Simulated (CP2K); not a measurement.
# CuCl (SMILES [Cl][Cu]): B3LYP/6-31G(d) (spherical functions)

What is the vertical ionisation energy of CuCl at B3LYP/6-31G* (spherical functions)? 

The calculation is run with CP2K 2026.2.

7 further runs of the same task are left out: 4 that didn't finish, 3 set aside as unsound or not needed.

### 1 Starting point

The species is CuCl (2 atoms), meant as a singlet with charge 0. As SMILES, `[Cl][Cu]`. Geometry: relaxed at PBE0-D4/def2-TZVP.

Bond lengths: Cl1–Cu2 2.076 Å.

### 2 The energy at B3LYP/6-31G(d) (spherical functions)

Input file run.inp:

```
&GLOBAL
  PROJECT run
  RUN_TYPE ENERGY
  PRINT_LEVEL MEDIUM
&END

&FORCE_EVAL
  METHOD QS
  &DFT
    BASIS_SET_FILE_NAME ./6_31gs.basis
    POTENTIAL_FILE_NAME POTENTIAL
    CHARGE 0
    MULTIPLICITY 1
    &QS
      METHOD GAPW
      EPS_DEFAULT 1.0E-10
    &END
    &MGRID
      CUTOFF 280
      REL_CUTOFF 50
      NGRIDS 4
    &END
    &POISSON
      PERIODIC NONE
      POISSON_SOLVER MULTIPOLE
    &END
    &SCF
      SCF_GUESS ATOMIC
      EPS_SCF 1.0E-06
      MAX_SCF 40
      &OT ON
        MINIMIZER DIIS
        PRECONDITIONER FULL_ALL
      &END
      &OUTER_SCF
        EPS_SCF 1.0E-06
        MAX_SCF 5
      &END
    &END
    &XC
      &XC_FUNCTIONAL
        &HYB_GGA_XC_B3LYP
        &END
      &END
      &HF
        FRACTION 0.2
        &SCREENING
          EPS_SCHWARZ 1.0E-10
          SCREEN_ON_INITIAL_P F
        &END
        &INTERACTION_POTENTIAL
          POTENTIAL_TYPE COULOMB
        &END
        &MEMORY
          MAX_MEMORY 1050
        &END
      &END
    &END
    &PRINT
      &MOMENTS
        PERIODIC F
        REFERENCE COM
        MAX_MOMENT 1
      &END
      &MO_CUBES
        NLUMO 1
        NHOMO -1
        WRITE_CUBE F
      &END
      &LOWDIN ON
      &END
      &HIRSHFELD OFF
      &END
    &END
  &END
  &SUBSYS
    &CELL
      ABC [angstrom] 8.8 7.6 7.9
      PERIODIC NONE
    &END
    &COORD
      Cl     0.898300    -0.345200     0.446400
      Cu    -0.868800     0.285000    -0.442400
    &END
    &TOPOLOGY
      &CENTER_COORDINATES
      &END
    &END
    &KIND Cl
      BASIS_SET 6-31Gs
      POTENTIAL ALL
      LEBEDEV_GRID 194
      RADIAL_GRID 100
    &END
    &KIND Cu
      BASIS_SET 6-31Gs
      POTENTIAL ALL
      LEBEDEV_GRID 194
      RADIAL_GRID 100
    &END
  &END
&END
```

Command:

```
$ OMP_NUM_THREADS=1 cp2k.psmp run.inp > run.out
```

The program printed:

```text
CP2K| version string:                                       CP2K version 2026.2
[...]
 GLOBAL| Method name                                                        CP2K
[...]
 GLOBAL| Run type                                                         ENERGY
[...]
 DFT| Spin restricted Kohn-Sham (RKS) calculation                            RKS
 DFT| Multiplicity                                                             1
[...]
 DFT| Charge                                                                   0
[...]
 FUNCTIONAL| HYB_GGA_XC_B3LYP:
[...]
 QS| Method:                                                                GAPW
[...]
 QS| Density cutoff [a.u.]:                                                140.0
[...]
 QS| Relative density cutoff [a.u.]:                                        25.0
[...]
                             - Atoms:                                          2
[...]
                             - Spherical basis functions:                     52
[...]
 Number of electrons:                                                         46
[...]
     1 OT DIIS     0.15E+00    8.3     0.53581767     -2076.8965162598 -2.08E+03
[...]
    12 OT DIIS     0.15E+00    2.1     0.00000060     -2100.4452206808  2.17E-09
  *** SCF run converged in    12 steps ***
[...]
  Overlap energy of the core charge distribution:               0.00000060064498
  Self energy of the core charge distribution:               -646.46831296620269
  Core Hamiltonian energy:                                  -1565.42611546745115
  Hartree energy:                                             104.42078724737276
  Exchange-correlation energy:                                -16.53935232887993
  Hartree-Fock Exchange energy:                               -18.66575892278678
[...]
                     Mulliken Population Analysis
 #  Atom  Element  Kind  Atomic population                           Net charge
       1     Cl       1         17.344350                             -0.344350
       2     Cu       2         28.655650                              0.344350
 # Total charge                             46.000000                  0.000000
[...]
  Dipole moment [Debye]
    X= -0.4251084E+01 Y=  0.1547013E+01 Z= -0.2168227E+01  Total=      5.0165899
[...]
 HOMO - LUMO gap [eV] :    3.094542
 ENERGY| Total FORCE_EVAL ( QS ) energy [hartree]          -2100.445220680824150
[...]
```

It took 1.9 min on 1 thread of Arm Neoverse N1, shared host; peak memory 0.38 GiB.

### 3 The doublet cation

Input file molecule.inp:

```
&GLOBAL
  PROJECT molecule
  RUN_TYPE ENERGY
  PRINT_LEVEL MEDIUM
&END GLOBAL
&FORCE_EVAL
  METHOD Quickstep
  &DFT
    BASIS_SET_FILE_NAME ./6_31gs.basis
    POTENTIAL_FILE_NAME POTENTIAL
    CHARGE 1
    MULTIPLICITY 2
    LSD T
    &QS
      METHOD GAPW
      EPS_DEFAULT 1.0E-10
    &END QS
    &MGRID
      CUTOFF 280
      REL_CUTOFF 50
      NGRIDS 4
    &END MGRID
    &POISSON
      PERIODIC NONE
      POISSON_SOLVER MULTIPOLE
    &END POISSON
    &SCF
      SCF_GUESS ATOMIC
      EPS_SCF 1.0E-06
      MAX_SCF 40
      &OT
        MINIMIZER DIIS
        PRECONDITIONER FULL_ALL
      &END OT
      &OUTER_SCF
        EPS_SCF 1.0E-06
        MAX_SCF 8
      &END OUTER_SCF
    &END SCF
    &XC
      &XC_FUNCTIONAL
        &HYB_GGA_XC_B3LYP
        &END HYB_GGA_XC_B3LYP
      &END XC_FUNCTIONAL
      &HF
        FRACTION 0.2
        &SCREENING
          EPS_SCHWARZ 1.0E-10
        &END SCREENING
        &MEMORY
          MAX_MEMORY 1050
        &END MEMORY
      &END HF
    &END XC
    &PRINT
      &MOMENTS
        PERIODIC F
        REFERENCE COM
        MAX_MOMENT 1
      &END MOMENTS
      &MO_CUBES
        NLUMO 3
        NHOMO -1
        WRITE_CUBE F
      &END MO_CUBES
      &LOWDIN ON
      &END LOWDIN
      &HIRSHFELD OFF
      &END HIRSHFELD
    &END PRINT
  &END DFT
  &SUBSYS
    &CELL
      ABC 8.8 7.6 7.9
      PERIODIC NONE
    &END CELL
    &COORD
      Cl     0.898300    -0.345200     0.446400
      Cu    -0.868800     0.285000    -0.442400
    &END COORD
    &TOPOLOGY
      &CENTER_COORDINATES
      &END CENTER_COORDINATES
    &END TOPOLOGY
    &KIND Cl
      BASIS_SET 6-31Gs
      POTENTIAL ALL
      LEBEDEV_GRID 194
      RADIAL_GRID 100
    &END KIND
    &KIND Cu
      BASIS_SET 6-31Gs
      POTENTIAL ALL
      LEBEDEV_GRID 194
      RADIAL_GRID 100
    &END KIND
  &END SUBSYS
&END FORCE_EVAL
```

Command:

```
$ OMP_NUM_THREADS=1 cp2k.psmp -i molecule.inp -o molecule.out
```

The program printed:

```text
CP2K| version string:                                       CP2K version 2026.2
[...]
 GLOBAL| Method name                                                        CP2K
[...]
 GLOBAL| Run type                                                         ENERGY
[...]
 DFT| Spin unrestricted (spin-polarized) Kohn-Sham calculation               UKS
 DFT| Multiplicity                                                             2
[...]
 DFT| Charge                                                                   1
[...]
 FUNCTIONAL| HYB_GGA_XC_B3LYP:
[...]
 QS| Method:                                                                GAPW
[...]
 QS| Density cutoff [a.u.]:                                                140.0
[...]
 QS| Relative density cutoff [a.u.]:                                        25.0
[...]
                             - Atoms:                                          2
[...]
                             - Spherical basis functions:                     52
[...]
 Number of electrons:                                                         23
[...]
     1 OT DIIS     0.15E+00   10.1     0.30245990     -2070.4137963693 -2.07E+03
[...]
    33 OT DIIS     0.15E+00    3.8     0.00000098     -2100.1160049593 -9.73E-09
  *** SCF run converged in    33 steps ***
[...]
  Overlap energy of the core charge distribution:               0.00000060064498
  Self energy of the core charge distribution:               -646.46831296620269
  Core Hamiltonian energy:                                  -1565.78819611854306
  Hartree energy:                                             105.07926929885888
  Exchange-correlation energy:                                -16.22482712952584
  Hartree-Fock Exchange energy:                               -18.59597840417986
[...]
                     Mulliken Population Analysis
 #  Atom  Element  Kind  Atomic population (alpha,beta) Net charge  Spin moment
       1     Cl       1         8.694011     8.283053     0.022935     0.410958
       2     Cu       2        14.305989    13.716947     0.977065     0.589042
 # Total charge and spin       23.000000    22.000000     1.000000     1.000000
[...]
  Dipole moment [Debye]
    X= -0.4101522E+01 Y=  0.1480281E+01 Z= -0.2078674E+01  Total=      4.8305900
[...]
 HOMO - LUMO gap [eV] :    2.388795
 ENERGY| Total FORCE_EVAL ( QS ) energy [hartree]          -2100.116004959265865
[...]
```

Wall time 4.8 min (1 thread of Arm Neoverse N1, shared host); peak memory 0.45 GiB.

### 4 Summary of results

At B3LYP/6-31G* (spherical functions):

```
                                          quantity           value
                        singlet CuCl: total energy  -2100.44522 Eh
                       singlet CuCl: dipole moment          5.02 D
                         singlet CuCl: HOMO energy        -6.04 eV
                         singlet CuCl: LUMO energy        -2.95 eV
                       singlet CuCl: HOMO–LUMO gap         3.09 eV
                      doublet cation: total energy  -2100.11600 Eh
doublet cation: HOMO energy (highest over α and β)       -14.63 eV
 doublet cation: LUMO energy (lowest over α and β)       -12.24 eV
                              doublet cation: ⟨S²⟩           0.752
vertical ionisation energy (to the doublet cation)        8.958 eV
```

What this shows: The vertical ionisation energy comes to 8.96 eV (864 kJ/mol). −ε(HOMO) before ionisation, 6.04 eV, is 2.92 eV below this ionisation energy.
